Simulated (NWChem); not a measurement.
# the pair CH6BN···SiH3Cl, step by step

Wanted: a single-point energy (singlet CH9BClNSi, TPSS-D2/def2-SVP), then a single-point energy (singlet CH6BN, TPSS-D2/def2-SVP), then the energy (singlet SiH3Cl, TPSS-D2/def2-SVP), then a single-point energy (singlet CH6BN, TPSS-D2/def2-SVP), then the energy (singlet SiH3Cl, TPSS-D2/def2-SVP) of CH9BClNSi and its partners. 

Program for the calculation: NWChem 7.3.0.

### 1 Starting point

The species is CH9BClNSi (14 atoms), meant as a singlet with charge 0. The two molecules were placed rigidly side by side, at 1.3 times their contact distance; the pair isn't optimised.

Bond lengths: C1–B2 1.568 Å, B2–N3 1.392 Å, Si10–Cl11 2.054 Å, C1–H4 1.096 Å, C1–H5 1.095 Å, C1–H6 1.094 Å, B2–H7 1.202 Å, N3–H8 1.005 Å, N3–H9 1.007 Å, Si10–H12 1.481 Å, Si10–H13 1.481 Å, Si10–H14 1.481 Å. Some angles: C1–B2–N3 122.0°, C1–B2–H7 121.0°, N3–B2–H7 117.0°, B2–C1–H4 110.3°, B2–C1–H5 110.4°, B2–C1–H6 114.3°, B2–N3–H8 123.2°, B2–N3–H9 123.1°, Cl11–Si10–H12 108.5°, Cl11–Si10–H13 108.5°.

### 2 A single-point energy at TPSS-D2/def2-SVP (run 1)

The input, ch9bclnsi.nw:

```
start ch9bclnsi
title "CH9BClNSi TPSS"
memory stack 880 mb heap 220 mb global 1100 mb

geometry noautosym nocenter noautoz
  C     -0.675160     0.762840    -0.588400
  B      0.449540    -0.277760    -0.254300
  N      0.582940    -0.837660     1.012600
  H     -1.301760     0.395940    -1.408700
  H     -0.234460     1.697340    -0.952400
  H     -1.329760     1.004040     0.254200
  H      1.238940    -0.627660    -1.090900
  H      1.296340    -1.505860     1.246800
  H     -0.026660    -0.611260     1.781100
  Si     3.477040     3.872460     0.933650
  Cl     3.902460     5.822820     1.415410
  H      2.348000     3.415470     1.775800
  H      4.680760     3.050310     1.193720
  H      3.109860     3.811210    -0.499530
end

basis spherical bse
  * library def2-SVP
end

dft
  xc xtpss03 ctpss03
  disp vdw 2
  grid fine
  convergence energy 1e-08
  iterations 100
  mulliken
  print low
end

task dft energy
```

On the command line:

```
$ nwchem ch9bclnsi.nw > ch9bclnsi.out
```

The program printed:

```text
[...]
 d= 0,ls=0.0,diis     1   -872.5819537306 -1.10D+03  8.65D-03  5.15D-01     3.4
[...]
 d= 0,ls=0.0,diis    10   -872.6525303157 -2.29D-09  2.59D-07  2.93D-09    31.1
         Total DFT energy =     -872.652530315740
      One electron energy =    -1645.770530999316
           Coulomb energy =      618.219389418837
    Exchange-Corr. energy =      -69.038192968678
 Nuclear repulsion energy =      223.943813949023
    Dispersion correction =       -0.007009715607
[...]
      Total Density - Mulliken Population Analysis
     ---------------------------------------------
    Atom       Charge   Shell Charges
 -----------   ------   -------------------------------------------------------
    1 C    6     6.07   1.99  0.89  0.17  2.13  0.88  0.02
    2 B    5     5.12   1.99  0.79  0.16  1.60  0.49  0.09
    3 N    7     7.06   1.99  0.99  0.33  2.48  1.26  0.01
    4 H    1     0.97   0.75  0.19  0.02
    5 H    1     0.97   0.75  0.20  0.02
    6 H    1     1.00   0.76  0.21  0.02
    7 H    1     1.04   0.76  0.27  0.01
    8 H    1     0.88   0.73  0.10  0.05
    9 H    1     0.88   0.73  0.11  0.05
   10 Si  14    13.53   2.00  1.98  1.06  0.15  5.93  1.28  0.90  0.23
[...]
```

Wall time 32 s (1 thread of Intel Xeon Platinum 8488C (Sapphire Rapids), shared host); peak memory 0.12 GiB.

### 3 CH6BN: a single-point energy at TPSS-D2/def2-SVP (run 2)

The input, ch6bn.nw:

```
start ch6bn
title "CH6BN energy"
memory stack 880 mb heap 220 mb global 1100 mb

geometry units angstrom noautosym nocenter noautoz
  C     -0.675160     0.762840    -0.588400
  B      0.449540    -0.277760    -0.254300
  N      0.582940    -0.837660     1.012600
  H     -1.301760     0.395940    -1.408700
  H     -0.234460     1.697340    -0.952400
  H     -1.329760     1.004040     0.254200
  H      1.238940    -0.627660    -1.090900
  H      1.296340    -1.505860     1.246800
  H     -0.026660    -0.611260     1.781100
end

basis "ao basis" spherical bse
  * library def2-SVP
end

dft
  xc xtpss03 ctpss03
  disp vdw 2
  grid fine
  convergence energy 1e-08
  maxiter 100
  mulliken
  print low
end

task dft energy
```

On the command line:

```
$ nwchem ch6bn.nw > ch6bn.out
```

The program printed:

```text
[...]
 d= 0,ls=0.0,diis     1   -121.2632276994 -1.89D+02  1.01D-02  2.94D-01     1.4
[...]
 d= 0,ls=0.0,diis     8   -121.3057209475  9.38D-09  6.38D-06  3.22D-07     9.6
         Total DFT energy =     -121.305720947486
      One electron energy =     -296.716571775075
           Coulomb energy =      126.118845440157
    Exchange-Corr. energy =      -18.690467926490
 Nuclear repulsion energy =       67.986737214608
    Dispersion correction =       -0.004263900686
[...]
      Total Density - Mulliken Population Analysis
     ---------------------------------------------
    Atom       Charge   Shell Charges
 -----------   ------   -------------------------------------------------------
    1 C    6     6.08   1.99  0.89  0.17  2.13  0.88  0.02
    2 B    5     5.11   1.99  0.79  0.15  1.60  0.49  0.09
    3 N    7     7.06   1.99  0.99  0.33  2.48  1.26  0.01
    4 H    1     0.97   0.75  0.20  0.02
    5 H    1     0.97   0.75  0.20  0.02
    6 H    1     1.00   0.76  0.22  0.02
    7 H    1     1.05   0.76  0.27  0.01
    8 H    1     0.88   0.73  0.10  0.05
    9 H    1     0.89   0.73  0.11  0.05
[...]
```

It took 11 s on 1 thread of Intel Xeon Platinum 8488C (Sapphire Rapids), shared host; peak memory 0.11 GiB.

### 4 SiH3Cl: a single-point energy at TPSS-D2/def2-SVP (run 3)

The input, clh3si.nw:

```
echo
start clh3si
memory total 2200 mb
geometry units angstroms noautosym nocenter noautoz
  Si    3.477040    3.872460    0.933650
  Cl    3.902460    5.822820    1.415410
  H     2.348000    3.415470    1.775800
  H     4.680760    3.050310    1.193720
  H     3.109860    3.811210   -0.499530
end
basis spherical bse
  Si library def2-SVP
  Cl library def2-SVP
  H library def2-SVP
end
dft
  xc xtpss03 ctpss03
  disp vdw 2
  grid fine
  convergence energy 1e-08
  maxiter 100
  mulliken
  noprint "final vectors analysis"
end
task dft energy
```

On the command line:

```
$ nwchem clh3si.nw > clh3si.out
```

The program printed:

```text
[...]
          Wavefunction type:  closed shell.
          No. of atoms     :     5
          No. of electrons :    34
[...]
          Charge           :     0
          Spin multiplicity:     1
[...]
          AO basis - number of functions:    51
[...]
              XC Information
              --------------
                  TPSS metaGGA Exchange Functional  1.000
             TPSS03 metaGGA Correlation Functional  1.000
[...]
 d= 0,ls=0.0,diis     1   -751.3175872796 -8.38D+02  1.53D-02  2.22D-01     0.6
[...]
 d= 0,ls=0.0,diis     8   -751.3458900709 -5.24D-10  1.81D-06  6.28D-09     4.2
         Total DFT energy =     -751.345890070923
      One electron energy =    -1209.844409651623
           Coulomb energy =      422.511428706017
    Exchange-Corr. energy =      -50.347932402050
 Nuclear repulsion energy =       86.337252775193
    Dispersion correction =       -0.002229498460
[...]
      Total Density - Mulliken Population Analysis
     ---------------------------------------------
    Atom       Charge   Shell Charges
 -----------   ------   -------------------------------------------------------
    1 Si  14    13.53   2.00  1.98  1.06  0.16  5.93  1.28  0.90  0.23
    2 Cl  17    17.26   2.00  1.98  1.25  0.71  5.93  2.16  3.20  0.02
    3 H    1     1.07   0.75  0.30  0.01
    4 H    1     1.07   0.75  0.30  0.01
    5 H    1     1.07   0.75  0.30  0.01
[...]
```

Run time: 5.1 s. Hardware: 1 thread of Intel Xeon Platinum 8488C (Sapphire Rapids), shared host; peak memory 0.11 GiB.

### 5 CH6BN among ghost functions: the energy at TPSS-D2/def2-SVP (with ghost functions) (run 4)

The input, ch6bn.nw:

```
start ch6bn
title "CH6BN"
memory stack 880 mb heap 220 mb global 1100 mb

geometry noautosym nocenter noautoz
  C    -0.675160    0.762840   -0.588400
  B     0.449540   -0.277760   -0.254300
  N     0.582940   -0.837660    1.012600
  H    -1.301760    0.395940   -1.408700
  H    -0.234460    1.697340   -0.952400
  H    -1.329760    1.004040    0.254200
  H     1.238940   -0.627660   -1.090900
  H     1.296340   -1.505860    1.246800
  H    -0.026660   -0.611260    1.781100
  bqSi     3.477040     3.872460     0.933650
  bqCl     3.902460     5.822820     1.415410
  bqH      2.348000     3.415470     1.775800
  bqH      4.680760     3.050310     1.193720
  bqH      3.109860     3.811210    -0.499530
end

basis "ao basis" spherical bse
  C library def2-SVP
  B library def2-SVP
  N library def2-SVP
  H library def2-SVP
  bqSi library Si def2-SVP
  bqCl library Cl def2-SVP
  bqH library H def2-SVP
end

dft
  xc xtpss03 ctpss03
  disp vdw 2
  grid fine
  convergence energy 1e-08
  iterations 100
  mulliken
  print low
end

task dft energy
```

On the command line:

```
$ nwchem ch6bn.nw > ch6bn.out
```

The program printed:

```text
[...]
 d= 0,ls=0.0,diis     1   -121.2632625800 -1.89D+02  5.92D-03  2.94D-01     3.0
[...]
 d= 0,ls=0.0,diis     8   -121.3057572067  9.40D-09  3.74D-06  3.22D-07    23.2
         Total DFT energy =     -121.305757206745
      One electron energy =     -296.715584228216
           Coulomb energy =      126.117694213830
    Exchange-Corr. energy =      -18.690340506282
 Nuclear repulsion energy =       67.986737214608
    Dispersion correction =       -0.004263900686
[...]
      Total Density - Mulliken Population Analysis
     ---------------------------------------------
    Atom       Charge   Shell Charges
 -----------   ------   -------------------------------------------------------
    1 C    6     6.08   1.99  0.89  0.17  2.13  0.88  0.02
    2 B    5     5.11   1.99  0.79  0.15  1.60  0.49  0.09
    3 N    7     7.06   1.99  0.99  0.33  2.48  1.26  0.01
    4 H    1     0.97   0.75  0.20  0.02
    5 H    1     0.97   0.75  0.20  0.02
    6 H    1     1.00   0.76  0.22  0.02
    7 H    1     1.05   0.76  0.27  0.01
    8 H    1     0.88   0.73  0.10  0.05
    9 H    1     0.89   0.73  0.11  0.05
   10 X    0     0.00   0.00  0.00 -0.00  0.00  0.00 -0.00  0.00 -0.00
[...]
```

It took 24 s on 1 thread of Intel Xeon Platinum 8488C (Sapphire Rapids), shared host; peak memory 0.12 GiB.

### 6 SiH3Cl among ghost functions: a single-point energy at TPSS-D2/def2-SVP (with ghost functions) (run 5)

The input, clh3si.nw:

```
start clh3si
title "ClH3Si"
memory 2200 mb

geometry noautosym nocenter noautoz
  Si       3.477040       3.872460       0.933650
  Cl       3.902460       5.822820       1.415410
  H        2.348000       3.415470       1.775800
  H        4.680760       3.050310       1.193720
  H        3.109860       3.811210      -0.499530
  bqC     -0.675160     0.762840    -0.588400
  bqB      0.449540    -0.277760    -0.254300
  bqN      0.582940    -0.837660     1.012600
  bqH     -1.301760     0.395940    -1.408700
  bqH     -0.234460     1.697340    -0.952400
  bqH     -1.329760     1.004040     0.254200
  bqH      1.238940    -0.627660    -1.090900
  bqH      1.296340    -1.505860     1.246800
  bqH     -0.026660    -0.611260     1.781100
end

basis spherical bse
  Si library def2-SVP
  Cl library def2-SVP
  H library def2-SVP
  bqC library C def2-SVP
  bqB library B def2-SVP
  bqN library N def2-SVP
  bqH library H def2-SVP
end

dft
  xc xtpss03 ctpss03
  disp vdw 2
  grid fine
  convergence energy 1e-08
  maxiter 100
  mulliken
  print low
end

task dft energy
```

On the command line:

```
$ nwchem clh3si.nw > clh3si.out
```

The program printed:

```text
[...]
 d= 0,ls=0.0,diis     1   -751.3176360686 -8.38D+02  6.36D-03  2.22D-01     2.8
[...]
 d= 0,ls=0.0,diis     8   -751.3459449225 -5.37D-10  7.52D-07  6.28D-09    22.4
         Total DFT energy =     -751.345944922479
      One electron energy =    -1209.842819493522
           Coulomb energy =      422.509563287962
    Exchange-Corr. energy =      -50.347711993653
 Nuclear repulsion energy =       86.337252775193
    Dispersion correction =       -0.002229498460
[...]
      Total Density - Mulliken Population Analysis
     ---------------------------------------------
    Atom       Charge   Shell Charges
 -----------   ------   -------------------------------------------------------
    1 Si  14    13.53   2.00  1.98  1.06  0.16  5.93  1.28  0.90  0.23
    2 Cl  17    17.26   2.00  1.98  1.25  0.71  5.93  2.16  3.20  0.02
    3 H    1     1.07   0.75  0.30  0.01
    4 H    1     1.07   0.75  0.30  0.01
    5 H    1     1.07   0.75  0.30  0.01
    6 X    0    -0.00  -0.00  0.00 -0.00 -0.00 -0.00 -0.00
    7 X    0     0.00   0.00 -0.00 -0.00 -0.00  0.00 -0.00
    8 X    0    -0.00  -0.00  0.00 -0.00 -0.00  0.00  0.00
    9 X    0     0.00   0.00  0.00 -0.00
   10 X    0     0.00  -0.00  0.00 -0.00
[...]
```

It took 23 s on 1 thread of Intel Xeon Platinum 8488C (Sapphire Rapids), shared host; peak memory 0.12 GiB.

### 7 Outcome

| quantity | value |
| --- | --- |
| run 1, TPSS-D2/def2-SVP: total energy | -872.65253 Eh |
| run 1, TPSS-D2/def2-SVP: dispersion energy | -18.40 kJ/mol |
| CH6BN: total energy | -121.30572 Eh |
| CH6BN: dispersion energy | -11.19 kJ/mol |
| SiH3Cl: total energy | -751.34589 Eh |
| SiH3Cl: dipole moment | 1.30 D |
| SiH3Cl: dispersion energy | -5.85 kJ/mol |
| CH6BN among ghost functions: total energy | -121.30576 Eh |
| CH6BN among ghost functions: dispersion energy | -11.19 kJ/mol |
| SiH3Cl among ghost functions: total energy | -751.34594 Eh |
| SiH3Cl among ghost functions: dispersion energy | -5.85 kJ/mol |
| interaction energy of the rigid parts CH6BN and SiH3Cl (parts in their own basis; closest atoms 3.98 Å apart) | -0.025 eV |
| interaction energy of the rigid parts CH6BN and SiH3Cl (parts in the whole basis, counterpoise; closest atoms 3.98 Å apart) | -0.023 eV |

In words: The interaction energy of the rigid parts CH6BN and SiH3Cl (parts in their own basis; closest atoms 3.98 Å apart) is −0.03 eV (−0.6 kcal/mol): the parts attract. Without counterpoise this holds the superposition error of the basis. The interaction energy of the rigid parts CH6BN and SiH3Cl (parts in the whole basis, counterpoise; closest atoms 3.98 Å apart) is −0.02 eV (−0.5 kcal/mol): the parts attract. The basis-set superposition error is 0.2 kJ/mol. Mulliken charges (CH6BN) run from -0.11 on B2 to +0.12 on H8; they depend strongly on the basis.
